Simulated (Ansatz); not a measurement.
# GdRe (CsCl type): equation of state

The task here is to estimate one member of a computed series from the others.

Method: DFT PBE, scalar-relativistic, plane waves, PAW, in Ansatz 0.2.0.

1 further run of the same task is left out (it didn't finish). Runs told in other sessions of the task aren't counted.

## The structure to begin with

Symmetry: Pm-3m, No. 221, cubic system. The conventional cell has a = 3.460 Å, b = 3.460 Å, c = 3.460 Å, α = 90.00°, β = 90.00°, γ = 90.00°. Around Gd (site symmetry m-3m) lie 8 Re at 3.00 Å. Re (site symmetry m-3m) is surrounded by 8 Gd at 3.00 Å.

Coordinates:

```cif
data_structure
_symmetry_space_group_name_H-M 'Pm-3m'
_symmetry_Int_Tables_number 221
_cell_length_a 3.4599
_cell_length_b 3.4599
_cell_length_c 3.4599
_cell_angle_alpha 90.000
_cell_angle_beta 90.000
_cell_angle_gamma 90.000
_cell_volume 41.42
loop_
_atom_site_label
_atom_site_type_symbol
_atom_site_symmetry_multiplicity
_atom_site_Wyckoff_symbol
_atom_site_fract_x
_atom_site_fract_y
_atom_site_fract_z
_atom_site_occupancy
Gd1 Gd 1 a 0.00000 0.00000 0.00000 1
Re1 Re 1 b 0.50000 0.50000 0.50000 1
```

An earlier run at PBE left this cell at 20.709 Å³/atom and 0.00 GPa (10×10×10 mesh).

Volume factors to run: 0.980, 1.020, 0.960, 1.040, 1.070, 1.100, 0.945.

Set-up of the first run:

Input file input.yaml:

```yaml
crystal:
  lattice:
    - [3.4366832031, 0.0, 0.0]
    - [0.0, 3.4366832031, 0.0]
    - [0.0, 0.0, 3.4366832031]
  atoms:
    - { symbol: Gd, position: [0.0, 0.0, 0.0], spin: 7.61 }
    - { symbol: Re, position: [0.5, 0.5, 0.5] }
basis:
  ecutwfc: 420
  ecutrho_ratio: 4
kpoints:
  mp_grid: { grid: [10, 10, 10] }
hamiltonian:
  xc: pbe
scf:
  occupations: { method: gaussian, width: 0.05 }
output:
  forces: true
  stress: true
  eigenvalues: true
  populations: true
magnetization:
  spin_polarized: true
```

Launch:

```bash
$ ansatz run input.yaml --threads 2 --pin off --max-ram 2662MiB --backend cpu --events-out ev --progress --plain --runs-dir out
```

Steps of the session up to this table: Scaling the volume by 0.980; At 1.020 of the relaxed volume; Scaling the volume by 0.960; Volume × 1.040; Volume × 1.070; At 1.100 of the relaxed volume; Scaling the volume by 0.945.

One table of the session follows, with a row left open; its other results are not shown here.

It belongs to the step «The fit». 

```
volume (Å³/atom)  energy (meV/atom)  pressure (GPa)  moment of atom 1 (μB)
          19.570              23.33            6.99                   6.90
          19.881              11.89            4.85                   6.91
          20.295               2.81            2.28                   6.91
          20.709               0.00            0.00                   6.92
          21.123               2.75           -2.05                   6.92
          21.538                  ?               ?                      ?
          22.159              30.56           -6.32                   6.93
          22.780              59.23           -8.44                   6.94
```

**Question.** Estimate the row for volume (Å³/atom) = 21.538.

Worked estimate for «energy (meV/atom)». A straight line through the neighbours (21.123, 2.75) and (22.159, 30.56) gives 2.75 + (30.56 − 2.75) × (21.538 − 21.123) / (22.159 − 21.123) = 13.89; a parabola fitted to 4 rows on both sides gives 10.79.

**Answer.** energy (meV/atom): 10.59; pressure (GPa): -3.90; moment of atom 1 (μB): 6.92. In «energy (meV/atom)» the line misses by +3.30 and the parabola by +0.20.

Caveats from the session: Warnings in the runs' records: stability check not made.
